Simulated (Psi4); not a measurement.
# AlOF2 (SMILES [O][Al]([F])[F]): levels of theory compared

Aim: a comparison of 3 runs (UHF/STO-3G, UB3LYP/6-31G*, UCAM-B3LYP/def2-SVPD) of AlOF2. 

The calculation is run with Psi4 1.11.

### Step 1. The molecule

The species is AlOF2 (4 atoms), meant as a doublet with charge 0. SMILES: `[O][Al]([F])[F]`. The coordinates come from a PBE0-D4/def2-TZVP relaxation.

Bond lengths: O1–Al2 1.725 Å, Al2–F3 1.631 Å, Al2–F4 1.631 Å. Angles: O1–Al2–F3 119.0°, O1–Al2–F4 119.0°, F3–Al2–F4 122.1°.

### Step 2. Energy and forces at UHF/STO-3G (run 1)

input.json

```json
{
  "schema_name": "qcschema_input",
  "schema_version": 1,
  "molecule": {
    "schema_name": "qcschema_molecule",
    "schema_version": 2,
    "symbols": ["O", "Al", "F", "F"],
    "geometry": [1.29049397, -1.72135153, 2.38105492, -0.00113384, 0.00812582, -0.06122713, -2.79150343, -0.75891401, -1.11966273, 1.6070231, 2.35818923, -1.23833753],
    "molecular_charge": 0,
    "molecular_multiplicity": 2,
    "fix_symmetry": "c1",
    "fix_com": true,
    "fix_orientation": true
  },
  "driver": "gradient",
  "model": {
    "method": "scf",
    "basis": "STO-3G"
  },
  "keywords": {
    "reference": "uhf",
    "puream": true,
    "e_convergence": 1e-09,
    "d_convergence": 1e-08,
    "scf_type": "pk",
    "maxiter": 200
  }
}
```

Run with:

```console
psi4 --qcschema input.json -n 1 --memory 1600MB
```

stdout:

```text
[...]
  Running in c1 symmetry.
[...]
  Nuclear repulsion =  149.228779362490968
[...]
  Multiplicity = 2
[...]
  Nalpha       = 20
  Nbeta        = 19
[...]
    Number of basis functions: 24
[...]
   @UHF iter   1:  -508.88349626559847   -2.35567e+00   1.53873e-02 ADIIS/DIIS
[...]
   @UHF iter  12:  -509.02217866094622   -1.47793e-12   6.99456e-09 DIIS
[...]
   @S^2 Observed:                7.557576005E-01
[...]
    Orbital Energies [Eh]
    ---------------------
    Alpha Occupied:
       1A    -57.833841     2A    -25.781273     3A    -25.781216
       4A    -20.164533     5A     -4.771786     6A     -3.002467
       7A     -3.000922     8A     -3.000819     9A     -1.400109
      10A     -1.388218    11A     -1.210645    12A     -0.509831
      13A     -0.486710    14A     -0.449039    15A     -0.440372
      16A     -0.421915    17A     -0.396483    18A     -0.390288
      19A     -0.371597    20A     -0.368793
    Alpha Virtual:
      21A      0.367776    22A      0.393130    23A      0.696731
      24A      0.723236
[...]
  @UHF Final Energy:  -509.02217866094622
   => Energetics <=
    Nuclear Repulsion Energy =            149.2287793624909682
    One-Electron Energy =               -1014.9466116985649933
    Two-Electron Energy =                 356.6956536751278009
    Total Energy =                       -509.0221786609462242
  UHF NO Occupations:
  HONO-2 :   18  A 1.9994946
  HONO-1 :   19  A 1.9976698
[...]
 Multipole Moments:
 ------------------------------------------------------------------------------------
     Multipole            Electronic (a.u.)      Nuclear  (a.u.)        Total (a.u.)
 ------------------------------------------------------------------------------------
 L = 1.  Multiply by 2.5417464519 to convert [e a0] to [Debye]
 Dipole X            :          0.2994468           -0.3511111           -0.0516643
 Dipole Y            :         -0.6591544            0.7283004            0.0691460
 Dipole Z            :          2.8719044           -2.9695157           -0.0976113
 Magnitude           :                                                    0.1303009
[...]
  -Total Gradient:
     Atom            X                  Y                   Z
    ------   -----------------  -----------------  -----------------
       1        0.004621768483    -0.006186342273     0.008736456761
       2        0.002039892117    -0.002712674885     0.003842154015
       3       -0.018707779455    -0.006444192099    -0.005877685800
       4        0.012046118855     0.015343209257    -0.006700924974
[...]
```

The result, in JSON:

```text
{
 "driver": "gradient",
 "model": {
  "method": "scf",
  "basis": "STO-3G"
 },
 "success": true,
 "return_result": [0.004621768482532887, -0.0061863422734492884, 0.008736456761029493, 0.002039892116982925, -0.0027126748850043875, 0.0038421540148948496, -0.0187077794548354, -0.00644419209932226, -0.0058776858003366655, 0.012046118855162713, 0.015343209257418472, -0.006700924974442565],
 "properties": {
  "calcinfo_nbasis": 24,
  "calcinfo_nmo": 24,
  "calcinfo_nalpha": 20,
  "calcinfo_nbeta": 19,
  "calcinfo_natom": 4,
  "nuclear_repulsion_energy": 149.22877936249097,
  "return_energy": -509.0221786609462,
  "return_gradient": [0.004621768482532887, -0.0061863422734492884, 0.008736456761029493, 0.002039892116982925, -0.0027126748850043875, 0.0038421540148948496, -0.0187077794548354, -0.00644419209932226, -0.0058776858003366655, 0.012046118855162713, 0.015343209257418472, -0.006700924974442565],
  "scf_one_electron_energy": -1014.946611698565,
  "scf_two_electron_energy": 356.6956536751278,
  "scf_dipole_moment": [-0.05166428845793547, 0.06914595045698957, -0.09761128043315415],
  "scf_total_energy": -509.0221786609462,
  "scf_total_gradient": [0.004621768482532887, -0.0061863422734492884, 0.008736456761029493, 0.002039892116982925, -0.0027126748850043875, 0.0038421540148948496, -0.0187077794548354, -0.00644419209932226, -0.0058776858003366655, 0.012046118855162713, 0.015343209257418472, -0.006700924974442565],
  "scf_iterations": 12
 }
}
```

Wall time 1.5 s (1 thread of Intel Xeon 6975P-C (Granite Rapids), shared host); peak memory 0.18 GiB.

### Step 3. Energy and gradient at UB3LYP/6-31G(d) (Cartesian functions) (run 2)

job.dat

```
memory 1600 mb

molecule mol {
  0 2
  O      0.682900    -0.910900     1.260000
  Al    -0.000600     0.004300    -0.032400
  F     -1.477200    -0.401600    -0.592500
  F      0.850400     1.247900    -0.655300
  symmetry c1
}

set globals {
  basis 6-31G*
  reference uks
  puream false
  e_convergence 1e-09
  d_convergence 1e-08
  scf_type pk
  dft_radial_points 99
  dft_spherical_points 590
  maxiter 200
}

result, w = gradient('b3lyp', return_wfn=True)
```

Run with:

```console
psi4 job.dat job.out -n 1
```

job.out:

```text
[...]
  Running in c1 symmetry.
[...]
  Nuclear repulsion =  149.228779344674905
[...]
  Multiplicity = 2
[...]
  Nalpha       = 20
  Nbeta        = 19
[...]
    Number of basis functions: 64
[...]
   @UKS iter   1:  -517.26792414762519   -8.21874e-01   1.10712e-02 DIIS/ADIIS
[...]
   @UKS iter  12:  -517.44018560432710   -9.09495e-13   1.57913e-09 DIIS
[...]
   @S^2 Observed:                7.526986056E-01
[...]
  @UKS Final Energy:  -517.44018560432710
   => Energetics <=
    Nuclear Repulsion Energy =            149.2287793446749049
    One-Electron Energy =               -1017.4384160782450408
    Two-Electron Energy =                 389.7753652195604559
    DFT Exchange-Correlation Energy =     -39.0059140903173684
    Empirical Dispersion Energy =           0.0000000000000000
    VV10 Nonlocal Energy =                  0.0000000000000000
    Total Energy =                       -517.4401856043270982
[...]
 Multipole Moments:
 ------------------------------------------------------------------------------------
     Multipole            Electronic (a.u.)      Nuclear  (a.u.)        Total (a.u.)
 ------------------------------------------------------------------------------------
 L = 1.  Multiply by 2.5417464519 to convert [e a0] to [Debye]
 Dipole X            :         -0.6008719            0.5603871           -0.0404848
 Dipole Y            :          0.8045508           -0.7503608            0.0541900
 Dipole Z            :         -1.1361175            1.0596341           -0.0764833
 Magnitude           :                                                    0.1021042
[...]
  -Total Gradient:
     Atom            X                  Y                   Z
    ------   -----------------  -----------------  -----------------
       1       -0.003362476237     0.004504193178    -0.006360324578
       2        0.000636969133    -0.000834379832     0.001188800475
       3        0.006078475147     0.001500592985     0.002464533731
       4       -0.003343479531    -0.005183645256     0.002725471519
[...]
```

It took 9 s on 1 thread of Intel Xeon 6975P-C (Granite Rapids), shared host; peak memory 0.58 GiB.

### Step 4. Energy and gradient at UCAM-B3LYP/def2-SVPD (run 3)

alf2o.dat

```
memory 1600 mb

molecule {
  0 2
  O      0.682900    -0.910900     1.260000
  Al    -0.000600     0.004300    -0.032400
  F     -1.477200    -0.401600    -0.592500
  F      0.850400     1.247900    -0.655300
  symmetry c1
  no_reorient
  no_com
}

set {
  basis                def2-SVPD
  reference            uks
  puream               true
  e_convergence        1e-09
  d_convergence        1e-08
  scf_type             pk
  dft_radial_points    99
  dft_spherical_points 590
  maxiter              200
}

result, w = gradient("cam-b3lyp", return_wfn=True)
oeprop(w, "DIPOLE", "MULLIKEN_CHARGES", "WIBERG_LOWDIN_INDICES", title="CAM-B3LYP")
```

Run with:

```console
psi4 -n 1 alf2o.dat alf2o.out
```

alf2o.out:

```text
[...]
  Running in c1 symmetry.
[...]
  Nuclear repulsion =  149.228779344674905
[...]
  Multiplicity = 2
[...]
  Nalpha       = 20
  Nbeta        = 19
[...]
    Number of basis functions: 93
[...]
   @UKS iter   1:  -516.93564205282883   -9.42666e-01   7.73138e-03 ADIIS/DIIS
[...]
   @UKS iter  12:  -517.12077431334512   -6.13909e-12   4.11891e-09 DIIS
[...]
   @S^2 Observed:                7.530099772E-01
[...]
  @UKS Final Energy:  -517.12077431334512
   => Energetics <=
    Nuclear Repulsion Energy =            149.2287793446749049
    One-Electron Energy =               -1016.1466787339595612
    Two-Electron Energy =                 385.9469276333707057
    DFT Exchange-Correlation Energy =     -36.1498025574310944
    Empirical Dispersion Energy =           0.0000000000000000
    VV10 Nonlocal Energy =                  0.0000000000000000
    Total Energy =                       -517.1207743133451231
[...]
  -Total Gradient:
     Atom            X                  Y                   Z
    ------   -----------------  -----------------  -----------------
       1       -0.002825202798     0.003784547592    -0.005344239702
       2       -0.002636234494     0.003548937642    -0.005000935165
       3        0.012825205573     0.003481521950     0.004905306771
       4       -0.007355241011    -0.010826931331     0.005456511022
[...]
 Multipole Moments:
 ------------------------------------------------------------------------------------
     Multipole            Electronic (a.u.)      Nuclear  (a.u.)        Total (a.u.)
 ------------------------------------------------------------------------------------
 L = 1.  Multiply by 2.5417464519 to convert [e a0] to [Debye]
 Dipole X            :          0.3232508           -0.3511111           -0.0278603
 Dipole Y            :         -0.6910120            0.7283004            0.0372885
 Dipole Z            :          2.9169052           -2.9695156           -0.0526104
 Magnitude           :                                                    0.0702459
[...]
  Mulliken Charges: (a.u.)
   Center  Symbol    Alpha    Beta     Spin     Total
       1     O     4.76130  3.74596  1.01535 -0.50726
       2    AL     5.61936  5.64034 -0.02099  1.74030
       3     F     4.80967  4.80685  0.00282 -0.61652
       4     F     4.80967  4.80685  0.00282 -0.61652
   Total alpha = 20.00000, Total beta = 19.00000, Total charge =  0.00000
  Wiberg Bond Indices using Orthogonal Lowdin Orbitals:
  Total Bond Index:
  Irrep: 1 Size: 4 x 4
[...]
```

It took 17 s on 1 thread of Intel Xeon 6975P-C (Granite Rapids), shared host; peak memory 0.93 GiB.

### Step 5. Overview of the runs

| run | level | Cartesian functions | integration grid | energy (Eh) | dipole moment (D) | HOMO energy (eV) | LUMO energy (eV) | wall time |
| --- | --- | --- | --- | --- | --- | --- | --- | --- |
| 1 | UHF/STO-3G | no | – | -509.022179 | 0.33 | -8.67 | 9.94 | 1.5 s |
| 2 | UB3LYP/6-31G* (Cartesian functions) | yes | 99 radial × 590 angular | -517.440186 | 0.26 | -9.14 | -5.29 | 9 s |
| 3 | UCAM-B3LYP/def2-SVPD | no | 99 radial × 590 angular | -517.120774 | 0.18 | -11.54 | -4.12 | 17 s |

### Step 6. Outcome

| quantity | value |
| --- | --- |
| run 3: total energy | -517.12077 Eh |
| run 3: dipole moment | 0.18 D |
| run 3: HOMO energy (highest over α and β) | -11.54 eV |
| run 3: LUMO energy (lowest over α and β) | -4.12 eV |
| run 3: ⟨S²⟩ | 0.753 |
| run 3: largest force on an atom | 0.729 eV/Å |

In words: The dipole moment (its size) runs from 0.18 D (UCAM-B3LYP/def2-SVPD) to 0.33 D (UHF/STO-3G). The two ends differ in method and basis. Totals of different functionals can't be ranked against each other. In run 1 the basis is minimal, so the values are rough. All runs together took 28 s, the longest 17 s.
